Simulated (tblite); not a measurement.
# C7H9F2: the cost of one run

The runs use tblite 0.8.0 and PySCF 2.14.0, with density-fitted response routines of our own; the level of theory stands in each step. All values are computed, except where a source is named. Atoms count from 0, in the outputs and in this text.

## 1. The molecule as given

18 atoms, charge 0, multiplicity 2; geometry from: force field or distance geometry start.

Bonds of the start (Å): C0–C1 1.51, C1–C2 1.46, C2–C3 1.34, C3–C4 1.50, C4–C5 1.52, C5–F6 1.37, C5–C7 1.52, C7–F8 1.38, C7–C2 1.51, C0–H9 1.09, C0–H10 1.13, C0–H11 1.12, C1–H12 1.11, C1–H13 1.13, C3–H14 1.09, C4–H15 1.11, C5–H16 1.11, C7–H17 1.09.

## 2. Relaxing the molecule with GFN2-xTB

The job: settings as JSON, then the geometry in Å.

```
{"job": {"kind": "relax", "xc": "GFN2-xTB", "basis": "xTB"}, "charge": 0, "multiplicity": 2}
C      2.435000    -0.146700    -0.684600
C      1.278500    -0.852900    -0.021200
C      0.013200    -0.124900    -0.029200
C     -0.252300     1.072700    -0.569300
C     -1.703300     1.382900    -0.317600
C     -1.924600     0.627300     0.981300
F     -3.250600     0.486300     1.294000
C     -1.245900    -0.673400     0.595900
F     -2.016600    -1.244700    -0.402000
H      2.393100    -0.271300    -1.768400
H      2.348800     0.951900    -0.441300
H      3.365600    -0.566900    -0.234900
H      1.117700    -1.845500    -0.487400
H      1.642300    -1.080700     1.020900
H      0.423900     1.754200    -1.087400
H     -2.264500     0.806100    -1.080600
H     -1.324600     1.086700     1.796300
H     -1.044500    -1.354700     1.423800
```

The run is started by

```
$ OMP_NUM_THREADS=1 python probes_run.py task.json out
```

The driver reads the jobs from task.json and runs them one after another.

**Question.** How long does this first job take on 1 thread of Intel Xeon at 2.50GHz, shared host?

About 2.7 s.
